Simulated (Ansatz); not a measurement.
**BCCD(T)/cc-pVDZ run of CBr2F2 (SMILES FC(F)(Br)Br)**

Aim: the energy change on altering one bond length of CBr2F2 at BCCD(T)/cc-pVDZ, from 2 runs. 

The results are computed with Ansatz 0.2.0.

57 further runs of the same task are left out: 57 set aside as unsound or not needed.

## 1. The molecule

CBr2F2 has 5 atoms, charge 0, and is taken as a singlet. As SMILES, `FC(F)(Br)Br`. The shape is that of a PBE0-D4/def2-TZVP optimisation.

Bond lengths: F1–C2 1.324 Å, C2–F3 1.324 Å, C2–Br4 1.933 Å, C2–Br5 1.933 Å. Angles: F1–C2–F3 108.1°, F1–C2–Br4 109.2°, F1–C2–Br5 109.2°, F3–C2–Br4 109.2°, F3–C2–Br5 109.2°, Br4–C2–Br5 111.7°.

## 2. The energy at BCCD(T)/cc-pVDZ

Contents of input.yaml:

```yaml
basis:
  gaussian:
    orbitals: cc-pVDZ
crystal:
  periodic: [false, false, false]
  atoms:
    - {symbol: F, position_ang: [-0.970400, -0.113400, 0.986300]}
    - {symbol: C, position_ang: [0.004800, -0.087600, 0.090900]}
    - {symbol: F, position_ang: [0.914800, -0.981400, 0.446600]}
    - {symbol: Br, position_ang: [-0.709300, -0.561200, -1.642100]}
    - {symbol: Br, position_ang: [0.810000, 1.669900, 0.077000]}
correlation:
  method: bccd_t
  frozen_orbitals: {Br: 9, C: 1, F: 1}
accuracy: high
scf:
  omitted_lower_state_checks: [cluster_reference, increment]
```

Command:

```console
$ ansatz run input.yaml --threads 1 --pin off --max-ram 3480MiB --events-out events.jsonl --progress --plain --runs-dir runs
```

The program printed, cut to the lines that bear on the results:

```text
Warning: RAYON_NUM_THREADS=1 ignored (pool sized by the plan → 1); use --threads N
Functional definition: HF
  name "HF"
[...]
2003 factors; integrals over basis functions are off by at most 4.6e-9 eV
[...]
mean field -146437.93003350 eV, -5381.4946695370 hartree, gradient 2.4e-8 eV, S^2 0.000000; 0 other end points of the search recorded, 0 dependent functions left out
21 core orbitals not correlated: weight in the atoms' cores, before any rotation towards them, 1.000 or more for the frozen orbitals, at most 0.000 for the correlated occupied ones
reference -146437.93003350 eV, -5381.4946695370 hartree; 26, 26 occupied and 49, 49 virtual orbitals, 2003 factors
second order -20.85526578 eV of doubles, -0.00000000 eV of singles
cycle   1  -20.80770931 eV  change    4.8e-2 eV  update   1.0e-1
[...]
cycle  21  -21.32556882 eV  change   -1.5e-9 eV  update   1.8e-9
perturbative correction -0.59289933 eV, -0.0217886483 hartree
Total energy: -146459.84850164 eV, -5382.3001583845 hartree
Checks for a lower state left out: cluster_reference, increment
```

It took 38 s on 1 thread of AMD EPYC 9R14 (Zen 4), shared host; peak memory 0.78 GiB.

## 3. The distorted shape, same level

Contents of input.yaml:

```yaml
crystal:
  periodic: [false, false, false]
  atoms:
    - {symbol: F, position_ang: [-1.211965, -0.640661, 0.990470]}
    - {symbol: C, position_ang: [-0.236765, -0.614861, 0.095070]}
    - {symbol: F, position_ang: [0.673235, -1.508661, 0.450770]}
    - {symbol: Br, position_ang: [-0.950865, -1.088461, -1.637930]}
    - {symbol: Br, position_ang: [0.810000, 1.669900, 0.077000]}
basis:
  gaussian:
    orbitals: cc-pVDZ
magnetization:
  spin_polarized: false
accuracy: high
scf:
  omitted_lower_state_checks: [cluster_reference, increment]
correlation:
  method: bccd_t
  frozen_orbitals: {Br: 9, C: 1, F: 1}
```

Command:

```console
$ ansatz run input.yaml --threads 1 --pin off --max-ram 3480MiB --events-out events.jsonl --progress --plain --runs-dir runs
```

The program printed, cut to the lines that bear on the results:

```text
Warning: RAYON_NUM_THREADS=1 ignored (pool sized by the plan → 1); use --threads N
[... 2 set-up lines as earlier in the session ...]
[...]
1970 factors; integrals over basis functions are off by at most 4.6e-9 eV
[...]
mean field -146436.33213382 eV, -5381.4359478071 hartree, gradient 2.1e-8 eV, S^2 0.000000; 0 other end points of the search recorded, 0 dependent functions left out; unrestricted orbitals would lower it
21 core orbitals not correlated: weight in the atoms' cores, before any rotation towards them, 1.000 or more for the frozen orbitals, at most 0.000 for the correlated occupied ones
reference -146436.33213382 eV, -5381.4359478071 hartree; 26, 26 occupied and 49, 49 virtual orbitals, 1970 factors
second order -21.21951637 eV of doubles, -0.00000000 eV of singles
cycle   1  -21.03986202 eV  change    1.8e-1 eV  update   1.2e-1
[...]
cycle  27  -21.68447910 eV  change   -4.0e-9 eV  update   2.6e-9
perturbative correction -0.72975109 eV, -0.0268178579 hartree
Total energy: -146458.74636401 eV, -5382.2596555736 hartree
Checks for a lower state left out: cluster_reference, increment
```

Wall time 48 s (1 thread of AMD EPYC 9R14 (Zen 4), shared host); peak memory 0.78 GiB.

## 4. Results

Level: BCCD(T)/cc-pVDZ, 21 core orbitals frozen.

| quantity | value |
| --- | --- |
| first shape: total energy | -5382.30016 Eh |
| first shape: correlation energy (21 core orbitals frozen) | -805.5 mEh |
| first shape: (T) correction | -21.79 mEh |
| distorted shape: total energy | -5382.25966 Eh |
| distorted shape: correlation energy (21 core orbitals frozen) | -823.7 mEh |
| distorted shape: (T) correction | -26.82 mEh |
| energy change with the C2–Br5 bond stretched from 1.933 to 2.513 Å | 1.102 eV |

**Reading.** With the C2–Br5 bond stretched from 1.933 to 2.513 Å the energy rises by 1.10 eV (106 kJ/mol). The first shape isn't relaxed at this level, so the change isn't measured from a minimum. The triples (first shape) make up 2.7 % of the correlation energy. The restricted solution (distorted shape) is unstable to spin breaking: an unrestricted one lies lower. The triples (distorted shape) make up 3.3 % of the correlation energy.
